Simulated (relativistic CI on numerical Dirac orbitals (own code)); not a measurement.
**Zr⁴⁺: M2,3 absorption multiplets**

Aim: the M2,3 absorption spectrum of Zr⁴⁺ in 5 surroundings, from the same atomic integrals.

Method: Dirac-Coulomb-Breit CI, KLI orbitals optimised for each configuration, model QED (radiative potential, 1s self-energy scaled to tabulated hydrogen-like ionisation energies), valence Slater integrals scaled by 0.8, multiplet model of core-to-valence dipole absorption. Code: relativistic CI on numerical Dirac orbitals (own code) version 1.

### Step 1. The atom as given

* ion: Zr⁴⁺ (Zr V)
* nuclear charge: 40
* electrons: 36
* configurations: [Ar] 3d10 4s2 4p6 → [Ne] 3s2 3p5 3d10 4s2 4p6 4d
* magnetising field for the dichroism, Lz and Sz: exchange field 10 meV on Sz; these come from the lowest magnetised state alone (0 K)
* temperature of the isotropic spectrum: 80 K
* widths: Lorentz 2 eV, Gauss 0.4 eV
* surrounding 1: free ion
* surrounding 2: Td, 10Dq = -7500 cm⁻¹
* surrounding 3: D3d, 10Dq = 40000, Dsigma = -120, Dtau = -290 cm⁻¹
* surrounding 4: Td, 10Dq = -21800 cm⁻¹
* surrounding 5: D4h, 10Dq = 44200, Ds = 1450, Dt = 360 cm⁻¹

### Step 2. Surrounding 1: free ion

Settings, as recorded:

```ini
atom Zr  Z=40  charge=4  electrons=36
nucleus A=90  rms_radius_fm=4.2694
hamiltonian dirac-coulomb  breit=on  qed=on  c_scale=1
orbitals kli  potential=per-configuration
slater_scale 0.8
correlation none
mixing on
configurations
  [Ar] 3d10 4s2 4p6
  [Ne] 3s2 3p5 3d10 4s2 4p6 4d
end
absorption M2,3 T=80 lorentz=2 gauss=0.4
crystal_field free
```

### Step 3. Surrounding 2: Td, 10Dq = -7500

Changes to the settings of step 2:

```diff
@@ -12,2 +12,2 @@
 absorption M2,3 T=80 lorentz=2 gauss=0.4
-crystal_field free
+crystal_field Td 10Dq=-7500
```

### Step 4. Surrounding 3: D3d, 10Dq = 40000, Dsigma = -120, Dtau = -290

Changes to the settings of step 3:

```diff
@@ -12,2 +12,2 @@
 absorption M2,3 T=80 lorentz=2 gauss=0.4
-crystal_field Td 10Dq=-7500
+crystal_field D3d 10Dq=40000 Dsigma=-120 Dtau=-290
```

### Step 5. Surrounding 4: Td, 10Dq = -21800

Changes to the settings of step 4:

```diff
@@ -12,2 +12,2 @@
 absorption M2,3 T=80 lorentz=2 gauss=0.4
-crystal_field D3d 10Dq=40000 Dsigma=-120 Dtau=-290
+crystal_field Td 10Dq=-21800
```

### Step 6. Surrounding 5: D4h, 10Dq = 44200, Ds = 1450, Dt = 360

Changes to the settings of step 5:

```diff
@@ -12,2 +12,2 @@
 absorption M2,3 T=80 lorentz=2 gauss=0.4
-crystal_field Td 10Dq=-21800
+crystal_field D4h 10Dq=44200 Ds=1450 Dt=360
```

(Steps that only read results are left out.)

Before running it: what results should come out? Wanted: highest peak, first run; ground spin; share of the lower edge; core spin-orbit splitting.

The runs gave:

| surrounding | ground S | Lz (0 K) | Sz (0 K) | centroid (eV) | share of the lower edge | up to four highest peaks (% of the highest), eV |
| --- | --- | --- | --- | --- | --- | --- |
| 1: free | 0.00 | 0.00 | 0.00 | 343.91 | 0.711 | 340.0 (100), 353.8 (42) |
| 2: Td | 0.00 | 0.00 | 0.00 | 343.91 | 0.711 | 340.0 (100), 353.8 (41) |
| 3: D3d | 0.00 | 0.00 | 0.00 | 343.91 | 0.711 | 338.0 (100), 342.8 (82), 351.8 (46), 356.5 (33) |
| 4: Td | 0.00 | 0.00 | 0.00 | 343.91 | 0.711 | 338.2 (61), 340.8 (100), 352.0 (30), 354.8 (40) |
| 5: D4h | 0.00 | 0.00 | 0.00 | 343.91 | 0.711 | 337.8 (100), 343.0 (69), 351.5 (46), 356.8 (27) |

| quantity | value |
| --- | --- |
| highest peak, first run | 340.0 eV |
| ground spin (effective S from ⟨S²⟩) | 0.00 |
| share of the lower edge | 0.711 |
| core spin-orbit splitting (without Breit) | 13.95 eV |

The lower edge takes 0.71 of the intensity in surrounding 1, above the statistical 0.67. The position of the maximum differs by up to 3.0 eV between the surroundings, by shifts of peaks or by peaks exchanging rank. Edge positions are free-ion values and differ from those in solids by a few eV or more.
